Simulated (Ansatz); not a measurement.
CH4FGaO, SMILES [CH3][Ga]([OH])[F], harmonic frequencies at the relaxed geometry

Run with Ansatz 0.2.0 through its Python package.

Contents of `ch4fgao.xyz`:
```text
8

C    -0.65600    0.35870    0.77930
Ga   -0.11590   -0.29500   -0.89600
O     1.41640   -0.72260   -1.18170
F     0.31220    1.22560   -1.48030
H    -1.14070   -0.61080    0.59510
H     0.13550    0.35020    1.48740
H    -1.45390    1.08960    1.17220
H     1.59450   -1.45280   -0.53170
```

The script, `run_freq.py`:
```python
"""Harmonic frequencies of CH4FGaO at its relaxed geometry."""

import argparse
import itertools

import ansatz as az
from ase.data import atomic_numbers, covalent_radii
import numpy as np

parser = argparse.ArgumentParser(description="Harmonic frequencies of CH4FGaO at its relaxed geometry.")
parser.add_argument("--basis", default="def2-SVP", help="Gaussian basis set")
parser.add_argument("--functional", required=True, help="exchange-correlation functional")
args = parser.parse_args()


def main() -> None:
    system = az.Crystal.molecule_from_extxyz("ch4fgao.xyz")

    model = system.calculation().basis(gaussian=args.basis).functional(args.functional)
    symbols = [site.symbol for site in system.cartesian_sites]
    start = np.array([site.position_ang for site in system.cartesian_sites], dtype=float)
    data = model.relax(force_tolerance=0.003, max_steps=100).run(threads=1, pin="off").report
    end = np.array(data["positions_ang"])

    # pairs closer than 1.2 times the sum of covalent radii, before or after
    radius = [covalent_radii[atomic_numbers[s]] for s in symbols]
    span = lambda where, i, j: np.linalg.norm(where[i] - where[j])
    bonded = [(i, j) for i, j in itertools.combinations(range(len(symbols)), 2) if min(span(start, i, j), span(end, i, j)) < 1.2 * (radius[i] + radius[j])]
    print("pair        before    after (A)")
    for i, j in bonded:
        print(f"{symbols[i]}{i}-{symbols[j]}{j}".ljust(10), f"{span(start, i, j):8.4f} {span(end, i, j):8.4f}")

    # frequencies need a stationary point, so they are taken at the relaxed geometry
    minimum = az.Crystal.molecule()
    for symbol, place in zip(symbols, end):
        minimum = minimum.atom(symbol, place.tolist())
    vibrating = minimum.calculation()
    vibrating = vibrating.basis(gaussian=args.basis).functional(args.functional)
    vibrating = vibrating.phonons(temperatures=(100, 500, 100))
    vib = vibrating.run(threads=1, pin="off").report["vibrations"]
    sums = vib["harmonic_sums"]
    modes = [m["omega_inv_cm"] for m in sums["modes_at_gamma"] if m["rigid_motion"] == "no"]
    for number, w in enumerate(modes, start=1):
        print(f"mode {number:2d} {w:9.1f} 1/cm {w / 8065.544 * 1000:8.2f} meV")
    print("imaginary modes:", sum(w < 0 for w in modes), " zero-point energy:", round(sums["zero_point_energy_ev"], 4), "eV")
    print("T (K)   F_vib (eV)   S_vib (meV/K)   C_vib (meV/K)")
    for row in zip(sums["temperatures_k"], sums["vibrational_free_energy_ev"], vib["entropy_ev_per_k"], vib["heat_capacity_ev_per_k"]):
        print(f"{row[0]:6.1f} {row[1]:11.4f} {1000 * row[2]:13.4f} {1000 * row[3]:15.4f}")

    # all hydrogen replaced by deuterium
    heavier = vibrating.phonons(masses={"H": 2.014102}).run(threads=1, pin="off").report["vibrations"]["harmonic_sums"]
    print("deuterated (1/cm):", " ".join(f"{m['omega_inv_cm']:.0f}" for m in heavier["modes_at_gamma"] if m["rigid_motion"] == "no"))
    print("zero-point energy falls by", round(sums["zero_point_energy_ev"] - heavier["zero_point_energy_ev"], 4), "eV")


if __name__ == "__main__":
    main()
```

```console
$ python run_freq.py --functional cam_b3lyp
pair        before    after (A)
C0-Ga1       1.8777   1.9418
C0-H4        1.0995   1.0978
C0-H5        1.0620   1.0994
C0-H6        1.1512   1.0994
Ga1-O2       1.6163   1.7698
Ga1-F3       1.6843   1.7473
O2-H7        0.9937   0.9632
mode  1      45.3 1/cm     5.61 meV
mode  2     155.4 1/cm    19.27 meV
mode  3     180.2 1/cm    22.35 meV
mode  4     210.9 1/cm    26.14 meV
mode  5     344.1 1/cm    42.66 meV
mode  6     583.7 1/cm    72.37 meV
mode  7     716.9 1/cm    88.89 meV
mode  8     727.9 1/cm    90.25 meV
mode  9     735.8 1/cm    91.23 meV
mode 10     744.1 1/cm    92.26 meV
mode 11     794.0 1/cm    98.44 meV
mode 12    1243.9 1/cm   154.22 meV
mode 13    1437.6 1/cm   178.24 meV
mode 14    1438.8 1/cm   178.38 meV
mode 15    3070.6 1/cm   380.71 meV
mode 16    3168.8 1/cm   392.88 meV
mode 17    3181.8 1/cm   394.49 meV
mode 18    3903.5 1/cm   483.97 meV
imaginary modes: 0  zero-point energy: 1.4062 eV
T (K)   F_vib (eV)   S_vib (meV/K)   C_vib (meV/K)
 100.0      1.3977        0.2036          0.2514
 200.0      1.3653        0.4392          0.4470
 300.0      1.3105        0.6550          0.6243
 400.0      1.2349        0.8547          0.7638
 500.0      1.1401        1.0369          0.8686
deuterated (1/cm): 33 140 171 204 253 531 550 558 602 715 738 974 1038 1039 2203 2346 2358 2843
zero-point energy falls by 0.3338 eV
```

The frequencies are harmonic and unscaled, in a modest basis. Wall time of the script: 5.7 min on 1 thread of AMD EPYC 9B14 (Zen 4), on a shared host, peak memory 0.32 GiB.
